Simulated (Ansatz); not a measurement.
SiO:

```xyz
2
Lattice="2.8070 0.0000 0.0000 0.0000 2.8070 0.0000 0.0000 0.0000 2.8070" Properties=species:S:1:pos:R:3 pbc="T T T"
Si    0.0000    0.0000    0.0000
O     1.4035    1.4035    1.4035
```

The cell was built by a generator and needn't be a form met in nature.

* Program: Ansatz 0.2.0
* Task: relaxation of cell and atoms
* Functional: PBEsol
* Potentials or basis: Ansatz PAW
* Cutoff: 420 eV (not typed: the program's choice for these potentials)
* k mesh: 9 × 9 × 9
* Occupations: fermi-dirac, width 0.05 eV
* Spin: no spin polarisation

At the start: volume 11.06 Å³/atom.

**Question.** How do energy, volume and symmetry change on relaxing?

**Answer.** It ends after 6 steps and the volume is 10.66 Å³/atom (-3.6 %); space group Pm-3m (No. 221, to 0.05 Å).

The path:
| step | energy change (eV) | largest force (eV/Å) | volume (Å³) |
| --- | --- | --- | --- |
| 1 | 0.0000 | 0.0000 | 22.12 |
| 2 | -0.0140 | 0.0000 | 21.45 |
| 3 | -0.0146 | 0.0000 | 21.35 |
| 4 | -0.0121 | 0.0000 | 21.35 |
| 5 | -0.0122 | 0.0000 | 21.32 |
| 6 | -0.0122 | 0.0000 | 21.32 |

Final structure:
```yaml
crystal:
  lattice:
    - [2.77292, 0.00000, 0.00000]
    - [0.00000, 2.77292, 0.00000]
    - [0.00000, 0.00000, 2.77292]
  atoms:
    - { symbol: Si, position: [0.00000, 0.00000, 0.00000] }
    - { symbol: O, position: [0.50000, 0.50000, 0.50000] }
```

Caveat: the plane-wave basis is chosen anew once the cell has moved, so the energies of steps on either side of that aren't comparable; the pressure holds a Pulay correction of +0.6 GPa for the finite cutoff; the PAW data sets come from PBE, with cores solved anew for the run's functional, which leaves a small shift of forces and pressure.
